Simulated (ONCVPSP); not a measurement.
# An ONCV potential for ruthenium, from input to tests

Do these settings give a usable potential? It is generated, then checked for transferability, scattering, ghosts and hardness.

Program: ONCVPSP 4.0.1. Reference atom: PBE, scalar-relativistic, spherical and spin-unpolarised. All values are calculated.

**1. The atom and the settings**

The settings as typed:

* element: ruthenium (Ru, Z = 44)
* type: optimised norm-conserving Vanderbilt (ONCV)
* frozen core: [Ar] 3d10
* valence charge: 16
* reference configuration: 4s2 4p6 4d6 (charge +2)
* partial waves: 4s: rc 1.40 bohr, ncon 4, nbas 8, qcut 8.3 1/bohr, 2 projectors, debl 3 Ha; 4p: rc 1.85 bohr, ncon 4, nbas 8, qcut 7 1/bohr, 2 projectors, debl 1.8 Ha; 4d: rc 2.20 bohr, ncon 4, nbas 9, qcut 6.2 1/bohr, 2 projectors, debl 1.1 Ha
* local potential: polynomial inside 1.00 bohr (lpopt 3, dvloc0 0 Ha)
* core correction: polynomial model core, fcfact 0.75

The outer shells as boxes (Hund's rule for the drawing; the calculation is spin-unpolarised):

```
[Ar] core
3d [↑↓][↑↓][↑↓][↑↓][↑↓]
4s [↑↓]
4p [↑↓][↑↓][↑↓]
4d [↑↓][↑ ][↑ ][↑ ][↑ ]
```

The nodes and maxima of the atom's own shells, from an earlier all-electron run, set the scale for the radii.

All-electron outer shells of the reference configuration (PBE, scalar-relativistic, ld1.x):

| shell | level (eV) | outermost node (bohr) | outermost maximum (bohr) |
| --- | --- | --- | --- |
| 4s | -96.51 | 0.48 | 0.92 |
| 4p | -66.41 | 0.49 | 0.98 |
| 4d | -24.14 | 0.48 | 1.20 |
| 5s | -19.07 | 1.22 | 2.44 |
| 5p | -13.46 | 1.37 | 2.90 |

**2. Generating the potential**

File Ru.dat:

```
# ATOM AND REFERENCE CONFIGURATION
# atsym  z   nc   nv     iexc    psfile
  Ru 44.00    6    3        4      upf
#
#   n    l    f
    1    0    2.00
    2    0    2.00
    2    1    6.00
    3    0    2.00
    3    1    6.00
    3    2   10.00
    4    0    2.00
    4    1    6.00
    4    2    6.00
#
# PSEUDOPOTENTIAL AND OPTIMIZATION
# lmax
    2
#
#   l,   rc,      ep,       ncon, nbas, qcut
    0    1.40    0.00    4    8    8.30
    1    1.85    0.00    4    8    7.00
    2    2.20    0.00    4    9    6.20
#
# LOCAL POTENTIAL
# lloc, lpopt,  rc(5),   dvloc0
    4    3    1.00    0.00
#
# VANDERBILT-KLEINMAN-BYLANDER PROJECTORs
# l, nproj, debl
    0    2    3.00
    1    2    1.80
    2    2    1.10
#
# MODEL CORE CHARGE
# icmod, fcfact, rcfact
    1    0.75    0.00
#
# LOG DERIVATIVE ANALYSIS
# epsh1, epsh2, depsh
   -5.00    5.00    0.04
#
# OUTPUT GRID
# rlmax, drl
    6.00    0.01
#
# TEST CONFIGURATIONS
# ncnf
    4
# nvcnf
#   n    l    f
    4
    4    0    2.00
    4    1    6.00
    4    2    7.00
    5    0    1.00
#
    3
    4    0    2.00
    4    1    6.00
    4    2    7.00
#
    3
    4    0    2.00
    4    1    6.00
    4    2    5.00
#
    4
    4    0    2.00
    4    1    5.00
    4    2    7.00
    5    0    1.00
#
```

Launch:

```
$ oncvpsp.x < Ru.dat > Ru.out
```

Q: Predict the outcome of this session. Wanted: cutoffs for 1 and 0.1 mHa per electron, occupied waves; bound ghosts; GHOST(+) flags; largest test error; largest phase difference near zero energy, channels read; rms error of d²Exc/dn², without and with the model core; projector energies reset by the program.

As calculated:

| quantity | value |
| --- | --- |
| cutoffs for 1 and 0.1 mHa per electron, occupied waves | 27 Ha and 31 Ha |
| bound ghosts | none found |
| GHOST(+) flags | s at 242 eV |
| largest test error (AE − PS) | -183 meV, for 4s2 4p5 4d7 5s1 |
| largest phase difference near zero energy, channels read | 0.000 rad |
| rms error of d²Exc/dn², without and with the model core | 3.02 and 0.75 mHa |
| projector energies reset by the program | s: -3.547, 0.250 Ha; p: -2.441, 0.250 Ha |

What this shows: By total energies transferability is poor: the largest error is 183 meV on 26.9 eV, for 4s2 4p5 4d7 5s1. The potential is of middling hardness: the looser tolerance needs 27 Ha. At the looser tolerance the 4s wave is the slowest; 4d needs 16 Ha. No bound ghost shows below the valence levels. Near zero energy the phases of the channels with partial waves agree within 0.001 rad. The program also flags highly localised states, GHOST(+) (s). All of this concerns the isolated atom, not yet a solid.
